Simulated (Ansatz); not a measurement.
# Si4Cl: from a guess to a relaxed structure

Where does this trial cell of Si4Cl go when cell and atoms are let free?

Computed with Ansatz 0.2.0 (DFT PBE, scalar-relativistic, plane waves, PAW, unless a step's input says otherwise).

**1. The starting structure**

It takes space group I-43m (No. 217, cubic). Conventional cell: a = 5.891 Å, b = 5.891 Å, c = 5.891 Å, α = 90.00°, β = 90.00°, γ = 90.00°. Si (site symmetry 3m) has 1 Cl at 1.88 Å as nearest neighbours. Cl (site symmetry -43m) is surrounded by 4 Si at 1.88 Å.

As a file:

```
Si Cl
1.0
    -2.94570    2.94570    2.94570
     2.94570   -2.94570    2.94570
     2.94570    2.94570   -2.94570
Si Cl
4 1
Direct
  0.00000 0.63058 0.00000
  0.36942 0.36942 0.36942
  0.00000 0.00000 0.63058
  0.63058 0.00000 0.00000
  0.00000 0.00000 0.00000
```

A structure generator made this guess: species swapped into a database cell of GeF4 (I-43m, No. 217), with Cl on the Ge sites and Si on the F sites. Its size is a rough estimate.

**2. Probe: one point on a coarse mesh**

input.yaml reads:

```yaml
crystal:
  lattice:
    - [-2.94570093, 2.94570093, 2.94570093]
    - [2.94570093, -2.94570093, 2.94570093]
    - [2.94570093, 2.94570093, -2.94570093]
  atoms:
    - { symbol: Si, position: [0.0, 0.63058078, 0.0] }
    - { symbol: Si, position: [0.36941922, 0.36941922, 0.36941922] }
    - { symbol: Si, position: [0.0, 0.0, 0.63058078] }
    - { symbol: Si, position: [0.63058078, 0.0, 0.0] }
    - { symbol: Cl, position: [0.0, 0.0, 0.0] }
basis:
  ecutwfc: 420
kpoints:
  mp_grid: { grid: [4, 4, 4] }
hamiltonian:
  xc: pbe
scf:
  occupations: { method: gaussian, width: 0.1 }
  lower_state_search: "off"
output:
  forces: true
  stress: true
  eigenvalues: true
```

Command:

```console
> ansatz run input.yaml --threads 1 --pin off --max-ram 2560MiB --backend cpu --events-out ev --progress --plain --runs-dir out
```

The program printed, shortened:

```text
[...]
SCF converged after 6 iterations
Free energy (F): -3610.029613 eV
[...]
E sigma→0 (E₀):  -3610.013141 eV
Entropy (-TS):   -0.032943 eV (-6.589 meV/atom)
Fermi energy:    6.598381 eV
[...]
--- Forces (eV/Å), atoms counted from 1 ---
  atom   1  Si    -4.49215734     4.49215734    -4.49215734
  atom   2  Si     4.49215734     4.49215734     4.49215734
  atom   3  Si    -4.49215734    -4.49215734     4.49215734
  atom   4  Si     4.49215734    -4.49215734    -4.49215734
  atom   5  Cl     0.00000000    -0.00000000    -0.00000000
[...]
--- Stress (GPa, compression-positive) ---
       21.337963      -0.000000      -0.000000
        0.000000      21.337963       0.000000
       -0.000000      -0.000000      21.337963
  P = ⅓ Tr σ = 21.3380 GPa (213.380 kbar)
--- Band table (eV; the first three rows and the last of 8) ---
  k-point 0: bands = ["-15.9895", "-5.3521", "-5.3521", "-5.3521", "-1.8360", "1.9567", "1.9567", "1.9567", "5.5197", "5.5197", "5.5197", "6.0854", "6.0854", "8.0318", "8.0318", "8.0318", "11.8788"]
[...]
```

Run time: 0.81 s. Hardware: 1 thread of Intel Xeon 6975P-C (Granite Rapids), shared host; peak memory 0.33 GiB.

From the probe: pressure 21.3 GPa, largest force 7.78 eV/Å, gap on this mesh none (metal). A cheap, loose relaxation comes first.

**3. A loose first relaxation**

input.yaml: that of step 2 with these lines changed.

```diff
@@ -24 +24,6 @@
   eigenvalues: true
+relax:
+  adjacent_minimum: "off"
+  f_tol: 0.04
+  max_steps: 70
+  cell: { stress_tol: 0.4 }
```

Command:

```console
> ansatz run input.yaml --threads 1 --pin off --max-ram 2560MiB --backend cpu --events-out ev --progress --plain --runs-dir out
```

The program printed:

```text
Warning: RAYON_NUM_THREADS=1 ignored (pool sized by the plan → 1); use --threads N
Engine: ansatz 0.2.0, x86_64-unknown-linux-gnu
Pseudopotentials: kind: paw
Pseudopotential: Si, paw, valence charge 4, recommended cutoff 420 eV (normal), Si.paw.azcp
Pseudopotential: Cl, paw, valence charge 7, recommended cutoff 420 eV (normal), Cl.paw.azcp
Functional definition: PBE
  parameter kappa = 0.804
  parameter beta = 0.06672455060314922
  exchange = pbe_x(kappa = kappa, mu = beta*pi^2/3)
  correlation = pbe_c(beta = beta)
Crystal: 5 atoms, lattice volume = 102.241 Å³
Basis set: ecut = 420 eV, 1985 PW (Γ), exchange–correlation on 72×72×72 points (8 copies of the dense FFT grid, shifted against one another)
Bands: 17, of which v1, the nominal top of the filled ones, is band 12 counted from 1 (11 counted from 0)
Symmetry: 24 space group operations
Space group: I-43m (ITA 217), of the structure as read, at distance tolerance 4.7e-5 Å
k-points: 8 of 64 (time reversal used)
Non-local potential: Si, projectors of the file, l = 0: 2, l = 1: 2, l = 2: 2
Non-local potential: Cl, projectors of the file, l = 0: 2, l = 1: 2, l = 2: 2
PAW form: soft (Blöchl's): semilocal exchange-correlation on the pseudo side does not see the compensation charge
PAW one-centre angular grid: Si, 110 points (default); XC on 64 Gauss nodes
PAW one-centre angular grid: Cl, 110 points (default); XC on 64 Gauss nodes
Initial density: superposition of atomic densities (neutral atoms: chi_scale 0, normalization atom), corrected by the library's trained network
Initial wavefunctions: pseudopotential atomic-orbital guess
Functional: x = pbe(κ = 0.804, μ = 0.2195149727645171), c = pbe(β = 0.06672455060314922)
SCF iter   1: F=—  HF=-3610.182564 eV  |F-HF|=—  |Δ(HF+E_count)|=         —  Δρ=1.33e-2  dr2=4.94e-1  ethr=1.77e-3  ⟨swp⟩=7.2  Hψ=910  notcnv=0
preconditioner: auto → none  [insulator: Δε(μ)=0.190 eV  Ē_g=7.946 eV  σ=0.100 eV  W_gap=0.56  n_scr=12 (ndim 8)  ℏωp=16.8 eV  f_vac=0.000  D(μ)=6.40/eV (n_scr^D=54)  ε∞_Penn≈5.5]
SCF iter   2: F=—  HF=-3610.037560 eV  |F-HF|=—  |Δ(HF+E_count)|=   1.45e-1  Δρ=5.02e-3  dr2=3.24e-2  ethr=1.77e-3  ⟨swp⟩=3.2  Hψ=302  notcnv=0  defer=2
SCF iter   3: F=—  HF=-3610.029601 eV  |F-HF|=—  |Δ(HF+E_count)|=   7.96e-3  Δρ=1.55e-3  dr2=1.97e-3  ethr=1.41e-4  ⟨swp⟩=2.0  Hψ=228  notcnv=0  defer=2
SCF iter   4: F=—  HF=-3610.029539 eV  |F-HF|=—  |Δ(HF+E_count)|=   6.14e-5  Δρ=4.07e-4  dr2=7.93e-5  ethr=8.57e-6  ⟨swp⟩=2.2  Hψ=226  notcnv=0  defer=2
SCF iter   5: F=—  HF=-3610.029611 eV  |F-HF|=—  |Δ(HF+E_count)|=   7.17e-5  Δρ=4.68e-5  dr2=8.97e-7  ethr=3.45e-7  ⟨swp⟩=2.8  Hψ=248  notcnv=0  defer=2
SCF iter   6: F=-3610.029613 eV  HF=-3610.029613 eV  |F-HF|=1.09e-8  |Δ(HF+E_count)|=   1.48e-6  Δρ=2.95e-6  dr2=3.30e-9  ethr=4.35e-10  ⟨swp⟩=7.9  Hψ=762  notcnv=0
SCF 1 converged in 6 iterations: F = -3610.029613 eV  dr2 = 3.30e-9
relax step   1: F+E_penalty+E_count = -3610.02961256 eV  Δ(F+E_penalty+E_count) = +0.000e0 eV  max|allowed force component| = 4.492e0 eV/Å  Δτ_max = 0.0000 Å  P = +21.338 GPa  Ω = 102.241 Å³  (6 SCF iters, dr2 threshold 1.00e-7 eV, accepted)
Crystal: 5 atoms, lattice volume = 100.160 Å³
Basis set: ecut = 420 eV, 1961 PW (Γ), exchange–correlation on 72×72×72 points (8 copies of the dense FFT grid, shifted against one another)
Initial density: handed on by an earlier stage of this run
Initial wavefunctions: those handed on with the density
SCF iter   1: F=—  HF=-3614.636119 eV  |F-HF|=—  |Δ(HF+E_count)|=         —  Δρ=1.96e-2  dr2=1.06e0  ethr=3.10e-3  ⟨swp⟩=7.2  Hψ=779  notcnv=0
preconditioner: auto → Kerker (q_TF=auto, 2.135 Å⁻¹)  [metal: Δε(μ)=0.065 eV  Ē_g=7.467 eV  σ=0.100 eV  W_gap=0.35  n_scr=12 (ndim 8)  ℏωp=17.0 eV  f_vac=0.000  D(μ)=6.37/eV (n_scr^D=54)]
SCF iter   2: F=—  HF=-3614.411907 eV  |F-HF|=—  |Δ(HF+E_count)|=   2.24e-1  Δρ=9.32e-3  dr2=2.12e-1  ethr=3.10e-3  ⟨swp⟩=2.1  Hψ=226  notcnv=0  defer=1
SCF iter   3: F=—  HF=-3614.359724 eV  |F-HF|=—  |Δ(HF+E_count)|=   5.22e-2  Δρ=2.17e-3  dr2=4.57e-3  ethr=9.20e-4  ⟨swp⟩=2.9  Hψ=237  notcnv=0  defer=4
SCF iter   4: F=—  HF=-3614.359806 eV  |F-HF|=—  |Δ(HF+E_count)|=   8.19e-5  Δρ=4.67e-4  dr2=2.86e-4  ethr=1.99e-5  ⟨swp⟩=2.2  Hψ=220  notcnv=0  defer=4
SCF iter   5: F=—  HF=-3614.359880 eV  |F-HF|=—  |Δ(HF+E_count)|=   7.49e-5  Δρ=8.77e-5  dr2=8.24e-6  ethr=1.24e-6  ⟨swp⟩=2.5  Hψ=202  notcnv=0  defer=4
SCF iter   6: F=—  HF=-3614.359886 eV  |F-HF|=—  |Δ(HF+E_count)|=   5.83e-6  Δρ=1.95e-5  dr2=6.05e-7  ethr=2.17e-9  ⟨swp⟩=9.2  Hψ=768  notcnv=0
SCF iter   7: F=-3614.359887 eV  HF=-3614.359887 eV  |F-HF|=2.36e-8  |Δ(HF+E_count)|=   3.06e-7  Δρ=4.77e-6  dr2=3.43e-8  ethr=2.17e-9  ⟨swp⟩=4.6  Hψ=513  notcnv=0
SCF 2 converged in 7 iterations: F = -3614.359887 eV  dr2 = 3.43e-8
relax step   2: F+E_penalty+E_count = -3614.35988658 eV  Δ(F+E_penalty+E_count) = -4.330e0 eV  max|allowed force component| = 2.349e0 eV/Å  Δτ_max = 0.1984 Å  P = +7.492 GPa  Ω = 100.160 Å³  energy of the carried Pulay correction = +2.097e-4 eV  (7 SCF iters, dr2 threshold 5.00e-7 eV, accepted)
Crystal: 5 atoms, lattice volume = 94.545 Å³
Basis set: ecut = 420 eV, 1865 PW (Γ), exchange–correlation on 72×72×72 points (8 copies of the dense FFT grid, shifted against one another)
iter 1 solved again at ethr=4.27e-4 eV; its pass at ethr=3.10e-3 eV (dr2=9.83e-2 eV) is discarded
SCF iter   1: F=—  HF=-3616.363449 eV  |F-HF|=—  |Δ(HF+E_count)|=         —  Δρ=8.00e-3  dr2=9.70e-2  ethr=4.27e-4  ⟨swp⟩=1.0  Hψ=980  notcnv=0
preconditioner: auto → none  [insulator: Δε(μ)=0.109 eV  Ē_g=7.589 eV  σ=0.100 eV  W_gap=0.55  n_scr=12 (ndim 8)  ℏωp=17.5 eV  f_vac=0.000  D(μ)=5.32/eV (n_scr^D=54)  ε∞_Penn≈6.3]
SCF iter   2: F=—  HF=-3616.340144 eV  |F-HF|=—  |Δ(HF+E_count)|=   2.33e-2  Δρ=3.36e-3  dr2=4.97e-3  ethr=4.22e-4  ⟨swp⟩=2.2  Hψ=221  notcnv=0
SCF iter   3: F=—  HF=-3616.340442 eV  |F-HF|=—  |Δ(HF+E_count)|=   2.98e-4  Δρ=1.36e-3  dr2=8.58e-4  ethr=2.16e-5  ⟨swp⟩=1.4  Hψ=147  notcnv=0
SCF iter   4: F=—  HF=-3616.340584 eV  |F-HF|=—  |Δ(HF+E_count)|=   1.42e-4  Δρ=9.65e-5  dr2=6.66e-6  ethr=3.73e-6  ⟨swp⟩=2.0  Hψ=201  notcnv=0
SCF iter   5: F=—  HF=-3616.340595 eV  |F-HF|=—  |Δ(HF+E_count)|=   1.13e-5  Δρ=2.48e-5  dr2=2.67e-7  ethr=2.89e-8  ⟨swp⟩=2.1  Hψ=212  notcnv=0
SCF iter   6: F=-3616.340595 eV  HF=-3616.340595 eV  |F-HF|=3.33e-9  |Δ(HF+E_count)|=   1.32e-7  Δρ=2.86e-6  dr2=8.14e-9  ethr=1.16e-9  ⟨swp⟩=3.8  Hψ=634  notcnv=0
SCF 3 converged in 6 iterations: F = -3616.340595 eV  dr2 = 8.14e-9
relax step   3: F+E_penalty+E_count = -3616.34059510 eV  Δ(F+E_penalty+E_count) = -1.981e0 eV  max|allowed force component| = 1.064e0 eV/Å  Δτ_max = 0.1907 Å  P = +4.477 GPa  Ω = 94.545 Å³  energy of the carried Pulay correction = +7.976e-4 eV  (6 SCF iters, dr2 threshold 5.00e-7 eV, accepted)
Crystal: 5 atoms, lattice volume = 95.119 Å³
iter 1 solved again at ethr=1.84e-4 eV; its pass at ethr=3.10e-3 eV (dr2=4.23e-2 eV) is discarded
SCF iter   1: F=—  HF=-3617.131889 eV  |F-HF|=—  |Δ(HF+E_count)|=         —  Δρ=9.20e-3  dr2=4.32e-2  ethr=1.84e-4  ⟨swp⟩=1.0  Hψ=1007  notcnv=0
preconditioner: auto → Kerker (q_TF=auto, 2.153 Å⁻¹)  [metal: Δε(μ)=0.078 eV  Ē_g=7.440 eV  σ=0.100 eV  W_gap=0.41  n_scr=12 (ndim 8)  ℏωp=17.4 eV  f_vac=0.000  D(μ)=6.27/eV (n_scr^D=54)]
SCF iter   2: F=—  HF=-3617.127832 eV  |F-HF|=—  |Δ(HF+E_count)|=   4.06e-3  Δρ=5.24e-3  dr2=1.42e-2  ethr=1.84e-4  ⟨swp⟩=1.0  Hψ=136  notcnv=0
SCF iter   3: F=—  HF=-3617.126394 eV  |F-HF|=—  |Δ(HF+E_count)|=   1.44e-3  Δρ=3.66e-4  dr2=9.81e-5  ethr=6.16e-5  ⟨swp⟩=1.0  Hψ=136  notcnv=0
SCF iter   4: F=—  HF=-3617.126424 eV  |F-HF|=—  |Δ(HF+E_count)|=   3.01e-5  Δρ=1.27e-4  dr2=6.44e-6  ethr=4.26e-7  ⟨swp⟩=2.1  Hψ=230  notcnv=0
SCF iter   5: F=-3617.126426 eV  HF=-3617.126426 eV  |F-HF|=5.17e-8  |Δ(HF+E_count)|=   2.12e-6  Δρ=1.74e-5  dr2=3.32e-7  ethr=2.17e-9  ⟨swp⟩=6.8  Hψ=716  notcnv=0
SCF 4 converged in 5 iterations: F = -3617.126426 eV  dr2 = 3.32e-7
relax step   4: F+E_penalty+E_count = -3617.12642629 eV  Δ(F+E_penalty+E_count) = -7.858e-1 eV  max|allowed force component| = 1.994e-1 eV/Å  Δτ_max = 0.2000 Å  P = +2.167 GPa  Ω = 95.119 Å³  energy of the carried Pulay correction = +7.361e-4 eV  (5 SCF iters, dr2 threshold 5.00e-7 eV, accepted)
Crystal: 5 atoms, lattice volume = 97.582 Å³
iter 1 solved again at ethr=4.34e-5 eV; its pass at ethr=3.10e-3 eV (dr2=9.98e-3 eV) is discarded
SCF iter   1: F=—  HF=-3617.199995 eV  |F-HF|=—  |Δ(HF+E_count)|=         —  Δρ=3.84e-3  dr2=1.05e-2  ethr=4.34e-5  ⟨swp⟩=1.2  Hψ=963  notcnv=0
preconditioner: auto → Kerker (q_TF=auto, 2.144 Å⁻¹)  [metal: Δε(μ)=0.049 eV  Ē_g=7.318 eV  σ=0.100 eV  W_gap=0.26  n_scr=12 (ndim 8)  ℏωp=17.2 eV  f_vac=0.000  D(μ)=6.49/eV (n_scr^D=78)]
SCF iter   2: F=—  HF=-3617.198627 eV  |F-HF|=—  |Δ(HF+E_count)|=   1.37e-3  Δρ=2.14e-3  dr2=2.85e-3  ethr=4.34e-5  ⟨swp⟩=1.1  Hψ=142  notcnv=0
SCF iter   3: F=—  HF=-3617.198359 eV  |F-HF|=—  |Δ(HF+E_count)|=   2.68e-4  Δρ=2.99e-4  dr2=7.58e-5  ethr=1.24e-5  ⟨swp⟩=1.1  Hψ=142  notcnv=0
SCF iter   4: F=—  HF=-3617.198388 eV  |F-HF|=—  |Δ(HF+E_count)|=   2.87e-5  Δρ=6.20e-5  dr2=3.18e-6  ethr=3.30e-7  ⟨swp⟩=2.6  Hψ=229  notcnv=0
SCF iter   5: F=-3617.198390 eV  HF=-3617.198390 eV  |F-HF|=1.85e-7  |Δ(HF+E_count)|=   2.07e-6  Δρ=1.31e-5  dr2=2.39e-7  ethr=2.17e-9  ⟨swp⟩=6.0  Hψ=698  notcnv=0
SCF 5 converged in 5 iterations: F = -3617.198390 eV  dr2 = 2.39e-7
relax step   5: F+E_penalty+E_count = -3617.19839034 eV  Δ(F+E_penalty+E_count) = -7.196e-2 eV  max|allowed force component| = 9.525e-3 eV/Å  Δτ_max = 0.0732 Å  P = +0.774 GPa  Ω = 97.582 Å³  energy of the carried Pulay correction = +4.756e-4 eV  (5 SCF iters, dr2 threshold 5.00e-7 eV, accepted)
Crystal: 5 atoms, lattice volume = 98.902 Å³
iter 1 solved again at ethr=4.05e-6 eV; its pass at ethr=3.10e-3 eV (dr2=9.32e-4 eV) is discarded
SCF iter   1: F=—  HF=-3617.202351 eV  |F-HF|=—  |Δ(HF+E_count)|=         —  Δρ=7.01e-4  dr2=8.95e-4  ethr=4.05e-6  ⟨swp⟩=2.4  Hψ=884  notcnv=0
preconditioner: auto → Kerker (q_TF=auto, 2.139 Å⁻¹)  [metal: Δε(μ)=0.098 eV  Ē_g=7.241 eV  σ=0.100 eV  W_gap=0.45  n_scr=12 (ndim 8)  ℏωp=17.1 eV  f_vac=0.000  D(μ)=6.41/eV (n_scr^D=78)]
SCF iter   2: F=—  HF=-3617.202155 eV  |F-HF|=—  |Δ(HF+E_count)|=   1.96e-4  Δρ=3.14e-4  dr2=1.45e-4  ethr=3.89e-6  ⟨swp⟩=2.1  Hψ=190  notcnv=0
SCF iter   3: F=—  HF=-3617.202147 eV  |F-HF|=—  |Δ(HF+E_count)|=   7.69e-6  Δρ=1.08e-4  dr2=1.01e-5  ethr=6.31e-7  ⟨swp⟩=2.5  Hψ=200  notcnv=0
SCF iter   4: F=-3617.202151 eV  HF=-3617.202151 eV  |F-HF|=2.86e-7  |Δ(HF+E_count)|=   3.80e-6  Δρ=1.57e-5  dr2=3.55e-7  ethr=2.17e-9  ⟨swp⟩=4.1  Hψ=701  notcnv=0
SCF 6 converged in 4 iterations: F = -3617.202151 eV  dr2 = 3.55e-7
relax step   6: F+E_penalty+E_count = -3617.20215126 eV  Δ(F+E_penalty+E_count) = -3.761e-3 eV  max|allowed force component| = 8.067e-4 eV/Å  Δτ_max = 0.0044 Å  P = +0.147 GPa  Ω = 98.902 Å³  energy of the carried Pulay correction = +3.386e-4 eV  (4 SCF iters, dr2 threshold 5.00e-7 eV, accepted)
Initial wavefunctions: pseudopotential atomic-orbital guess (no wavefunctions were taken with the density)
iter 1 solved again at ethr=2.24e-7 eV; its pass at ethr=3.10e-3 eV (dr2=5.15e-5 eV) is discarded
SCF iter   1: F=—  HF=-3617.201903 eV  |F-HF|=—  |Δ(HF+E_count)|=         —  Δρ=2.13e-5  dr2=3.76e-7  ethr=2.24e-7  ⟨swp⟩=3.1  Hψ=1209  notcnv=0
preconditioner: auto → Kerker (q_TF=auto, 2.139 Å⁻¹)  [metal: Δε(μ)=0.100 eV  Ē_g=7.238 eV  σ=0.100 eV  W_gap=0.45  n_scr=12 (ndim 8)  ℏωp=17.1 eV  f_vac=0.000  D(μ)=6.34/eV (n_scr^D=54)]
SCF iter   2: F=—  HF=-3617.201912 eV  |F-HF|=—  |Δ(HF+E_count)|=   9.42e-6  Δρ=1.36e-5  dr2=1.99e-7  ethr=1.64e-9  ⟨swp⟩=1.5  Hψ=167  notcnv=0
SCF iter   3: F=—  HF=-3617.201912 eV  |F-HF|=—  |Δ(HF+E_count)|=   2.69e-7  Δρ=2.97e-6  dr2=3.53e-9  ethr=8.66e-10  ⟨swp⟩=2.0  Hψ=217  notcnv=0
SCF iter   4: F=-3617.201912 eV  HF=-3617.201912 eV  |F-HF|=9.09e-11  |Δ(HF+E_count)|=   1.23e-8  Δρ=5.78e-7  dr2=3.76e-10  ethr=1.39e-11  ⟨swp⟩=5.2  Hψ=586  notcnv=0
SCF 7 converged in 4 iterations: F = -3617.201912 eV  dr2 = 3.76e-10
relax step   7: F+E_penalty+E_count = -3617.20191225 eV  Δ(F+E_penalty+E_count) = +2.390e-4 eV  max|allowed force component| = 8.037e-4 eV/Å  Δτ_max = 0.0000 Å  P = +0.140 GPa  Ω = 98.902 Å³  stress off target by 1.40e-1 GPa  SCF on the basis re-selected at this cell (its energy is not comparable with the rows above)  (4 SCF iters)
basis re-selected at this cell: Δ(F+E_penalty+E_count) = +2.390e-4 eV, ΔP = -0.007 GPa vs the last step (what re-selecting the basis moved, of the pressure what is left beyond the Pulay correction that the steps carried, after the strain that the cell walked since its last selection, with what the two solves' SCF thresholds leave and, on support functions, any second-order correction that the steps lacked; it is no measure of the basis error at this ecutwfc). This SCF's stress stands 1.40e-1 GPa from its target on what of the cell is left free (relax.cell.stress_tol is 4.00e-1 GPa) and its largest allowed force component is 8.04e-4 eV/Å (relax.f_tol is 4.00e-2 eV/Å): within both
SCF converged after 4 iterations
Free energy (F): -3617.201912 eV
Harris-Foulkes:  -3617.201912 eV  (|F-HF|=9.09e-11)
Internal energy: -3617.170197 eV  (E = F + TS)
E sigma→0 (E₀):  -3617.186055 eV
Entropy (-TS):   -0.031715 eV (-6.343 meV/atom)
Fermi energy:    6.917348 eV
--- Per-component energies (eV) ---
  E_band       = 12.640193
  E_kinetic    = 313.549554
  E_local      = -377.908936  (includes V_loc(G=0)·N_el)
  E_nonlocal   = 132.323831
  E_hartree    = 126.324105
  E_xc         = -325.299744
  E_vxc        = -305.326518  (∫ρ·V_xc dr)
  E_paw        = -2706.049806  (= ΣΔE_a)
  E_vpaw       = -2.645913  (= ΣTr[D̂ρ^β])
  E_aug_tail   = 0.000124  (compensation charges beyond the density's cutoff)
  E_ewald      = -780.109326
  E_smearing   = -0.031715  (= −TS)
  E_closure    = -0.000000  (closes the sum)
  Σ components = -3617.201912   (vs F -3617.201912, Δ=0.00e0)
--- Forces (eV/Å), atoms counted from 1 ---
  atom   1  Si     0.00080369    -0.00080369     0.00080369
  atom   2  Si    -0.00080369    -0.00080369    -0.00080369
  atom   3  Si     0.00080369     0.00080369    -0.00080369
  atom   4  Si    -0.00080369     0.00080369     0.00080369
  atom   5  Cl     0.00000000    -0.00000000     0.00000000
  max |Σ_I F_I| component: 4.27e-19 eV/Å
--- Stress (GPa, compression-positive) ---
        0.139540      -0.000000      -0.000000
        0.000000       0.139540      -0.000000
       -0.000000      -0.000000       0.139540
  P = ⅓ Tr σ = 0.1395 GPa (1.395 kbar)
--- Band table (eV; the first three rows and the last of 8) ---
  k-point 0: bands = ["-12.0968", "-2.2727", "-1.4761", "-1.4761", "-1.4761", "1.5037", "1.5037", "1.5037", "4.6626", "4.6626", "4.6626", "8.6723", "8.6723", "8.6756", "8.6756", "8.6756", "12.4718"]
  k-point 1: bands = ["-12.0432", "-3.1558", "-1.9545", "-1.4551", "-0.8051", "0.9816", "1.8923", "2.7415", "4.6979", "4.9533", "6.1095", "7.0804", "7.4338", "8.3677", "9.8405", "10.0224", "10.9012"]
  k-point 2: bands = ["-11.9879", "-3.6331", "-2.2879", "-1.4355", "-0.7360", "0.6231", "2.9839", "4.4375", "4.6661", "5.0135", "6.2201", "7.0071", "7.2596", "7.4667", "8.5984", "9.9951", "11.1012"]
  k-point 7: bands = ["-11.9042", "-3.1843", "-3.1843", "-3.1843", "2.1657", "2.1657", "3.5136", "3.5136", "3.5136", "5.2938", "5.7605", "5.7605", "5.7605", "5.8921", "12.0787", "12.0787", "12.0787"]
--- Relaxed structure (6 steps of the walk, 6 accepted, 1 SCFs on fresh bases) ---
  F+E_penalty+E_count = -3617.20191225 eV   max|allowed force component| = 8.037e-4 eV/Å   (the final SCF, on the basis selected at the relaxed cell)
  cell:  # Å, volume = 98.9017 Å³
    - [-2.913273755656428, 2.913273755656428, 2.913273755656428]
    - [2.913273755656428, -2.913273755656428, 2.913273755656428]
    - [2.913273755656428, 2.913273755656428, -2.913273755656428]
  atoms:
    - { symbol: Si, position: [0.0, 0.4999318207943378, 0.0] }
    - { symbol: Si, position: [0.5000681792056622, 0.5000681792056622, 0.5000681792056622] }
    - { symbol: Si, position: [0.0, 0.0, 0.4999318207943378] }
    - { symbol: Si, position: [0.4999318207943378, 0.0, 0.0] }
    - { symbol: Cl, position: [-2.841442824811171e-18, -1.472250168295943e-18, -2.429212777688306e-18] }
```

It took 6 s on 1 thread of Intel Xeon 6975P-C (Granite Rapids), shared host; peak memory 0.37 GiB.

The steps of the relaxation:

```
step  E - E(step 1) (eV/cell)  largest force component (eV/Å)  pressure (GPa)  volume (Å³)
   1                   0.0000                          4.4922           21.34       102.24
   2                  -4.3303                          2.3488            7.49       100.16
   3                  -6.3110                          1.0640            4.48        94.55
   4                  -7.0968                          0.1994            2.17        95.12
   5                  -7.1688                          0.0095            0.77        97.58
   6                  -7.1725                          0.0008            0.15        98.90
   7                  -7.1723                          0.0008            0.14        98.90
```

Step 1 is the start. Step 7 repeats the geometry before it on a plane-wave basis chosen anew for that cell, so its energy need not be comparable with the rows above.

Lengths and angles in the start's conventional setting:

|  | before | after | change |
| --- | --- | --- | --- |
| a (Å) | 5.891 | 5.827 | -1.1 % |
| b (Å) | 5.891 | 5.827 | -1.1 % |
| c (Å) | 5.891 | 5.827 | -1.1 % |
| volume (Å³/atom) | 20.45 | 19.78 | -3.3 % |
| shortest distance (Å) | 1.885 | 2.523 | +33.8 % |
| space group (0.01 Å) | I-43m | Im-3m | changed |

(Part 1 of 2 ends here.)
